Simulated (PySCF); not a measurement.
# Ce(BH4)4: other functionals and bases at one geometry

An exercise on one series of results from a longer session: the logs are not shown, and one member is left open.

The runs use PySCF 2.14.0; several levels, as the steps say, no spin–orbit coupling.

2 further runs of the same task are left out: 1 for a known fault of the program, 1 that didn't finish.

## Where the work starts

21 atoms, charge 0, spin multiplicity 1.

Bond lengths: Ce1–B2 2.488 Å, Ce1–H4 2.292 Å, Ce1–H5 2.299 Å, Ce1–H6 2.298 Å, Ce1–B7 2.488 Å, Ce1–H9 2.292 Å, Ce1–H10 2.299 Å, Ce1–H11 2.298 Å, Ce1–B12 2.490 Å, Ce1–H14 2.300 Å, Ce1–H15 2.293 Å, Ce1–H16 2.303 Å, Ce1–B17 2.489 Å, Ce1–H19 2.300 Å, Ce1–H20 2.293 Å, Ce1–H21 2.303 Å, B2–H3 1.201 Å, B2–H4 1.256 Å and more. Angles: B2–Ce1–H4 30.1°, B2–Ce1–H5 30.1°, B2–Ce1–H6 30.1°, B2–Ce1–B7 109.2°, B2–Ce1–H9 87.6°, B2–Ce1–H10 138.2°, B2–Ce1–H11 98.7°, B2–Ce1–B12 109.5°, B2–Ce1–H14 87.8°, B2–Ce1–H15 138.4°, B2–Ce1–H16 99.0°, B2–Ce1–B17 109.5°, B2–Ce1–H19 98.9°, B2–Ce1–H20 87.9°, B2–Ce1–H21 138.4°, H4–Ce1–H5 51.5°, H4–Ce1–H6 51.5°, H4–Ce1–B7 87.6° and more.

Coordinates:

| atom | x (Å) | y (Å) | z (Å) |
| --- | --- | --- | --- |
| Ce1 | 0.0000 | 0.0000 | -0.0556 |
| B2 | 1.4900 | 1.3759 | 1.3849 |
| H3 | 2.2102 | 2.0361 | 2.0840 |
| H4 | 1.4166 | 0.1726 | 1.7379 |
| H5 | 1.8502 | 1.3434 | 0.1824 |
| H6 | 0.3024 | 1.7839 | 1.3615 |
| B7 | -1.4900 | -1.3759 | 1.3849 |
| H8 | -2.2102 | -2.0361 | 2.0840 |
| H9 | -1.4166 | -0.1726 | 1.7379 |
| H10 | -1.8502 | -1.3434 | 0.1824 |
| H11 | -0.3024 | -1.7839 | 1.3615 |
| B12 | 1.3809 | -1.4956 | -1.4888 |
| H13 | 2.0422 | -2.2234 | -2.1791 |
| H14 | 1.7421 | -1.4834 | -0.2862 |
| H15 | 0.1634 | -1.8035 | -1.4628 |
| H16 | 1.4091 | -0.2942 | -1.8536 |
| B17 | -1.3809 | 1.4956 | -1.4888 |
| H18 | -2.0421 | 2.2234 | -2.1791 |
| H19 | -1.7421 | 1.4834 | -0.2863 |
| H20 | -0.1633 | 1.8035 | -1.4628 |
| H21 | -1.4090 | 0.2942 | -1.8536 |

Formal oxidation states: Ce +4. The 4f shell is empty and lies in the core potential. An earlier session relaxed this geometry at B3LYP, Ce lcecp-2-SVP with ECP46, B def2-SVP, H def2-SVP (singlet, point group T).

At B3LYP on the finer grid: E = -147.567985 Eh, frontier levels not given, since the 4f levels lie in the core, Mulliken charge on Ce1 +0.73 e, largest force component 0.017 eV/Å. The large-core potential holds the 4f shell empty.

Levels to run: r2SCAN; BLYP; BP86; revPBE. Hardware: 4 threads of Arm Neoverse V2, shared host.

Set-up of the first run:

run.py (the lines that set the calculation)

```python
mol = gto.M(atom='''
Ce     0.00000     0.00001    -0.05557
B      1.49002     1.37588     1.38491
H      2.21025     2.03609     2.08404
H      1.41663     0.17257     1.73789
H      1.85019     1.34343     0.18237
H      0.30235     1.78387     1.36150
B     -1.49001    -1.37586     1.38491
H     -2.21023    -2.03607     2.08405
H     -1.41662    -0.17255     1.73789
H     -1.85019    -1.34341     0.18237
H     -0.30235    -1.78386     1.36150
B      1.38090    -1.49556    -1.48876
H      2.04218    -2.22336    -2.17910
H      1.74211    -1.48342    -0.28624
H      0.16336    -1.80354    -1.46282
H      1.40906    -0.29415    -1.85360
B     -1.38087     1.49559    -1.48876
H     -2.04214     2.22340    -2.17911
H     -1.74208     1.48345    -0.28625
H     -0.16332     1.80355    -1.46282
H     -1.40904     0.29419    -1.85360''',
    basis={'Ce': 'lcecp-2-SVP', 'B': 'def2-SVP', 'H': 'def2-SVP'},
    ecp={'Ce': 'lcecp-2-SVP'},
    charge=0, spin=0)
mf = dft.RKS(mol, xc='R2SCAN')
mf.grids.atom_grid = (75, 302)  # f atoms: unpruned, at least (60, 302)
mf = mf.density_fit()  # fitting sets: Ce AutoAux, B def2-universal-JKFIT, H def2-universal-JKFIT
mf.conv_tol = 1e-08; mf.max_cycle = 55
mf.kernel(dm0)  # dm0: the density of the relaxed state
```

Launch:

```
$ OMP_NUM_THREADS=4 python run.py
```

Among the steps run: r2SCAN; BLYP; BP86; revPBE.

One table of the session follows, with a row left open; its other results are not shown here.

```
               level  charge on Ce1 (e)  largest force component (eV/Å)
B3LYP (relaxed here)               0.73                            0.02
              r2SCAN               0.84                            0.08
                BLYP                  ?                               ?
                BP86               0.52                            0.17
              revPBE               0.56                            0.17
```

Q: Estimate the row for BLYP from the others.

As computed: charge on Ce1 (e): 0.47; largest force component (eV/Å): 0.10. In the column «charge on Ce1 (e)» it is the lowest.

The largest leftover force, 0.17 eV/Å with revPBE, stands at a geometry relaxed at another level. With 4f in the core, its levels are missing from HOMO and gap, and its count is fixed, so no charge can pass from the ligands into it. Total energies of different levels can't be compared.
